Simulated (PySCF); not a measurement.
# C₃H₄AlBrO₂: electronic excitations

Wanted: the electronic excitations of C₃H₄AlBrO₂ (`BrC1=CC=[O+][AlH2-][O]1`), by calculation.

The runs use PySCF 2.14.0, with density-fitted response routines of our own; the level of theory stands in each step. All values are computed, except where a source is named. Atoms are numbered from 0 throughout.

**1. Starting geometry**

11 atoms, charge 0, multiplicity 1; geometry from: GFN2-xTB.

Bonds of the start (Å): Br0–C1 1.91, C1–C2 1.39, C2–C3 1.38, C3–O4 1.27, O4–Al5 1.81, Al5–O6 1.85, O6–C1 1.24, C2–H7 1.08, C3–H8 1.10, Al5–H9 1.54, Al5–H10 1.54.

**2. Excited states and response: wB97X-D/def2-SVPD**

What the job is given:

```
{"job": {"kind": "uv", "xc": "wB97X-D", "basis": "def2-SVPD", "nstates": 8, "ntriplets": 3}, "charge": 0, "multiplicity": 1}
Br     2.657276    -1.787452    -0.145529
C      1.071359    -0.721721    -0.060435
C      1.229721     0.658104    -0.134346
C      0.089332     1.439094    -0.074146
O     -1.085911     0.974352     0.044680
Al    -1.732233    -0.712217     0.174606
O      0.000380    -1.341801     0.056331
H      2.207121     1.094681    -0.235255
H      0.192954     2.528454    -0.130928
H     -2.428702    -1.125419    -1.131438
H     -2.195873    -1.003404     1.610496
```

With the program's defaults for keys left out, this is: TDDFT wB97X-D/def2-SVPD, vertical, gas phase, core orbitals frozen in the response.

Started as:

```bash
OMP_NUM_THREADS=1 python probes_run.py task.json out
```

The driver reads the jobs from task.json and runs them one after another.

What will the session give for the following? lowest singlet (wB97X-D/def2-SVPD); brightest single state of those computed; lowest triplet. Wanted: lowest singlet; brightest single state of those computed; lowest triplet.

The runs gave:

| quantity | value |
| --- | --- |
| lowest singlet (wB97X-D/def2-SVPD) | 4.38 eV (283 nm), f = 0.114 |
| brightest single state of those computed | state 4, 5.49 eV, f = 0.196 |
| lowest triplet | 3.06 eV |

The lowest singlet, at 4.38 eV, is HOMO→LUMO 0.98 and is bright; of the 8 states computed, the strongest absorption comes from state 4 at 5.49 eV. The lowest triplet lies 1.32 eV below the lowest singlet (triplets in Tamm-Dancoff, singlets in full TDDFT).
